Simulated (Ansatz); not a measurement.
# Al4Si (Al (100), 5 layers): how the settings move a single-point run

Aim: see which settings change the result for Al4Si (Al (100), 5 layers), by how much, and at what cost.

Computed with Ansatz 0.2.0 (reference: DFT, PBE, all-electron LAPW, scalar-relativistic, unless a step's input says otherwise).

## 1. The starting structure

The structure is tetragonal, space group P4mm (No. 99). The conventional cell has a = 2.857 Å, b = 2.857 Å, c = 24.082 Å, α = 90.00°, β = 90.00°, γ = 90.00°. Around Si (site symmetry 4mm) lie 4 Si at 2.86 Å and 4 Al at 2.88 Å. Around Al (site symmetry 4mm) lie 8 Al at 2.86 to 2.89 Å and 4 Si at 2.88 Å. Al (site symmetry 4mm) has 12 Al at 2.86 to 2.89 Å as nearest neighbours. Al (site symmetry 4mm) is surrounded by 8 Al at 2.86 to 2.88 Å.

Coordinates:

```xyz
5
Lattice="2.8575 0.0000 0.0000 0.0000 2.8575 0.0000 0.0000 0.0000 24.0822" Properties=species:S:1:pos:R:3 pbc="T T T"
Si    0.0000    0.0000    7.9271
Al    1.4287    1.4287    9.9801
Al    0.0000    0.0000   12.0411
Al    1.4287    1.4287   14.1021
Al    0.0000    0.0000   16.1551
```

## 2. Reference

input.yaml

```yaml
crystal:
  lattice:
    - [2.8574853682, 0.0, 0.0]
    - [0.0, 2.8574853682, 0.0]
    - [0.0, 0.0, 24.0822]
  atoms:
    - { symbol: Si, position: [0.0, 0.0, 0.3291663618] }
    - { symbol: Al, position: [0.5, 0.5, 0.414418866] }
    - { symbol: Al, position: [0.0, 0.0, 0.4999999984] }
    - { symbol: Al, position: [0.5, 0.5, 0.5855811344] }
    - { symbol: Al, position: [0.0, 0.0, 0.6708336395] }
kpoints:
  mp_grid: { grid: [14, 14, 1] }
scf:
  occupations: { method: fermi_dirac, width: 0.08 }
hamiltonian:
  xc: pbe
  pseudopotentials: { kind: all_electron, lapw: { basis_error: 0.001 } }
output:
  forces: true
  stress: true
  eigenvalues: true
efield:
  axis: 3
  amplitude: 0
  dipole_correction: true
```

Run with:

```sh
$ ansatz run input.yaml --threads 2 --pin off --max-ram 4096MiB --backend cpu --events-out ev --progress --plain --runs-dir out
```

## 3. Changing settings: occupations.method tetrahedron_uncorrected, width left out

Changes to input.yaml since step 2:

```diff
@@ -14,3 +14,3 @@
 scf:
-  occupations: { method: fermi_dirac, width: 0.08 }
+  occupations: { method: tetrahedron_uncorrected }
 hamiltonian:
```

Q: Predict the outcome of this session. Wanted: for each run, ending; energy change; gap; force.

The runs gave:

```csv
run,ending,energy change,gap (eV),force (eV/Å),cycles,time
reference,converged,0,0.00,0.62,8,17 s
"1: occupations.method tetrahedron_uncorrected, width left out",converged,+18.2 meV/atom (σ→0),0.00,0.56,13,23 s
```

Residual by cycle in the longest SCF loop of each run; runs are numbered as in the table. The quantity is the density residual dr2, in eV.

```csv
cycle,reference,run 1
1,6.06,5.77
2,0.206,2.82
3,0.0435,144
4,0.00166,8.77
5,5.5e-5,0.139
6,2.8e-6,0.0609
8,1.5e-8,0.00266
9,-,2.8e-4
10,-,3.1e-5
11,-,2.8e-6
12,-,5.1e-7
13,-,2.3e-8
```

Changing the smearing moves the energy by +18.2 meV/atom (σ→0 values), and the largest force goes from 0.62 to 0.56 eV/Å. Cost: 13 SCF cycles against 8.
